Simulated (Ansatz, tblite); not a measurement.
**Ga6P5 wurtzite ring sphere (Ga6P5H18−): one state, many levels**

One table from this session's results is given with a row withheld; the runs are named, their logs left out.

Program: Ansatz 0.2.0, Gaussian basis. Level of theory: as each input shows. These are calculated values, not measurements.

The runs, in order: GFN1-xTB, GFN2-xTB, PBE-D4/def2-TZVP, r2SCAN-D4/def2-TZVP, r2SCAN0-D4/def2-TZVP, PBE-QIDH/def2-TZVP, BHLYP-D4/def2-TZVP, LC-ωPBE(0.10)/def2-SVP, LC-ωPBE(0.15)/def2-SVP, LC-ωPBE(0.20)/def2-SVP, LC-ωPBE(0.30)/def2-SVP, PBE-D4/def2-SVP, PBE0-D4/def2-SVP, HF/STO-3G, HF/6-31G, B3LYP-D4/6-31G, MP2/def2-TZVP, RPA/def2-TZVP.

### The geometry

The geometry is that of the singlet, from an earlier relaxation (PBE-D4/def2-SVP).

29 atoms, charge -1, spin multiplicity 1.

Bond lengths: Ga1–P2 2.421 Å, Ga1–P7 2.405 Å, Ga1–H12 1.598 Å, Ga1–H13 1.588 Å, P2–Ga4 2.358 Å, P2–Ga5 2.420 Å, P2–H14 1.434 Å, P3–Ga4 2.406 Å, P3–Ga8 2.461 Å, P3–H15 1.429 Å, P3–H16 1.434 Å, Ga4–P6 2.406 Å, Ga4–H17 1.586 Å, Ga5–P10 2.405 Å, Ga5–H18 1.588 Å, Ga5–H19 1.598 Å, P6–Ga11 2.461 Å, P6–H20 1.429 Å and more. Angles: P2–Ga1–P7 99.4°, P2–Ga1–H12 107.2°, P2–Ga1–H13 108.7°, P7–Ga1–H12 109.2°, P7–Ga1–H13 110.7°, H12–Ga1–H13 119.6°, Ga1–P2–Ga4 110.8°, Ga1–P2–Ga5 120.4°, Ga1–P2–H14 105.8°, Ga4–P2–Ga5 110.8°, Ga4–P2–H14 101.2°, Ga5–P2–H14 105.8°, Ga4–P3–Ga8 125.7°, Ga4–P3–H15 103.8°, Ga4–P3–H16 106.3°, Ga8–P3–H15 109.4°, Ga8–P3–H16 110.3°, H15–P3–H16 97.5° and more.

The ion is computed in the gas phase, without counter-ions or solvent.

PBE0-D4/def2-TZVP was run before; its log isn't repeated, and its numbers join the tables.

The first run:

Tight binding, by tblite at 300 K electronic temperature and without a spin-polarisation term:

```python
tblite.interface.Calculator('GFN1-xTB', numbers, positions, charge=-1, uhf=0).singlepoint()
```

Tight binding, by tblite at 300 K electronic temperature and without a spin-polarisation term:

```python
tblite.interface.Calculator('GFN2-xTB', numbers, positions, charge=-1, uhf=0).singlepoint()
```

start.molden holds the orbitals of an earlier run on this state, given as this run's starting guess.

in.yaml

```yaml
crystal:
  periodic: [false, false, false]
  atoms:
    - {symbol: Ga, position_ang: [0.170950, -2.326384, -1.881159]}
    - {symbol: P, position_ang: [-1.682436, -0.972144, -1.113040]}
    - {symbol: P, position_ang: [0.180344, -2.044117, 1.994179]}
    - {symbol: Ga, position_ang: [-1.894534, -1.093888, 1.232060]}
    - {symbol: Ga, position_ang: [-1.931748, 1.309121, -1.882468]}
    - {symbol: P, position_ang: [-1.685822, 1.178905, 1.992727]}
    - {symbol: P, position_ang: [1.996783, -1.002702, -1.046641]}
    - {symbol: Ga, position_ang: [2.429631, -1.351196, 1.273984]}
    - {symbol: Ga, position_ang: [2.186912, 1.265619, -1.845915]}
    - {symbol: P, position_ang: [0.125762, 2.231262, -1.046594]}
    - {symbol: Ga, position_ang: [0.044785, 2.774888, 1.275492]}
    - {symbol: H, position_ang: [0.112434, -3.707046, -1.078140]}
    - {symbol: H, position_ang: [0.168093, -2.341306, -3.468628]}
    - {symbol: H, position_ang: [-2.868242, -1.658044, -1.535712]}
    - {symbol: H, position_ang: [0.018770, -3.445707, 1.764627]}
    - {symbol: H, position_ang: [0.103871, -2.079141, 3.425752]}
    - {symbol: H, position_ang: [-3.149210, -1.820383, 1.875493]}
    - {symbol: H, position_ang: [-1.944579, 1.314112, -3.469922]}
    - {symbol: H, position_ang: [-3.158337, 1.947770, -1.081213]}
    - {symbol: H, position_ang: [-2.979302, 1.739774, 1.757601]}
    - {symbol: H, position_ang: [-1.759497, 1.131829, 3.424049]}
    - {symbol: H, position_ang: [3.131446, -1.653739, -1.633432]}
    - {symbol: H, position_ang: [3.324573, -2.643938, 1.516652]}
    - {symbol: H, position_ang: [2.686493, -0.026972, 2.096094]}
    - {symbol: H, position_ang: [2.143264, 1.239823, -3.435687]}
    - {symbol: H, position_ang: [3.402987, 1.969501, -1.097995]}
    - {symbol: H, position_ang: [0.127156, 3.540512, -1.630904]}
    - {symbol: H, position_ang: [1.317946, 2.324201, 2.094843]}
    - {symbol: H, position_ang: [-0.618513, 4.199378, 1.523887]}
basis:
  gaussian: {orbitals: def2-TZVP, fitting: {mean_field: def2-universal-jkfit}, initial_orbitals: start.molden}
total_charge: -1
hamiltonian: {xc: pbe, dispersion: d4}
scf: {omitted_lower_state_checks: [starts]}
output: {orbitals: {seedname: orbitals}}
```

Run with:

```
> ansatz run in.yaml --threads 2 --pin off --events-out ev --progress --plain --max-ram 32768MiB --backend cuda --devices 0, --max-vram 18GiB
```

Among the steps run: PBE-D4/def2-TZVP; r2SCAN-D4/def2-TZVP; r2SCAN0-D4/def2-TZVP; PBE-QIDH/def2-TZVP; BHLYP-D4/def2-TZVP; LC-ωPBE(0.10)/def2-SVP; LC-ωPBE(0.15)/def2-SVP; LC-ωPBE(0.20)/def2-SVP; LC-ωPBE(0.30)/def2-SVP; PBE-D4/def2-SVP; PBE0-D4/def2-SVP; HF/STO-3G; HF/6-31G; B3LYP-D4/6-31G; MP2/def2-TZVP; RPA/def2-TZVP.

One table of the session follows, with a row left open; its other results are not shown here.

It belongs to the step «Levels side by side». 

| level | HOMO (eV) | LUMO (eV) | gap (eV) |
| --- | --- | --- | --- |
| HF/STO-3G | ? | ? | ? |
| HF/6-31G | -6.40 | 4.96 | 11.36 |
| PBE-D4/def2-SVP | -2.89 | 1.52 | 4.41 |
| PBE-D4/def2-TZVP | -2.99 | 1.25 | 4.24 |
| r2SCAN-D4/def2-TZVP | -3.25 | 1.38 | 4.63 |
| B3LYP-D4/6-31G | -3.75 | 2.20 | 5.95 |
| PBE0-D4/def2-SVP | -3.97 | 2.26 | 6.23 |
| PBE0-D4/def2-TZVP | -4.03 | 2.00 | 6.03 |
| r2SCAN0-D4/def2-TZVP | -4.21 | 2.04 | 6.25 |
| BHLYP-D4/def2-TZVP | -4.97 | 2.82 | 7.80 |
| LC-ωPBE(0.10)/def2-SVP | -4.29 | 2.88 | 7.17 |
| LC-ωPBE(0.15)/def2-SVP | -4.83 | 3.35 | 8.19 |
| LC-ωPBE(0.20)/def2-SVP | -5.28 | 3.70 | 8.98 |
| LC-ωPBE(0.30)/def2-SVP | -5.96 | 4.11 | 10.07 |

Q: Estimate the row for HF/STO-3G from the others.

As computed: HOMO (eV): -1.91; LUMO (eV): 10.95; gap (eV): 12.86. In the column «HOMO (eV)» it is the highest.
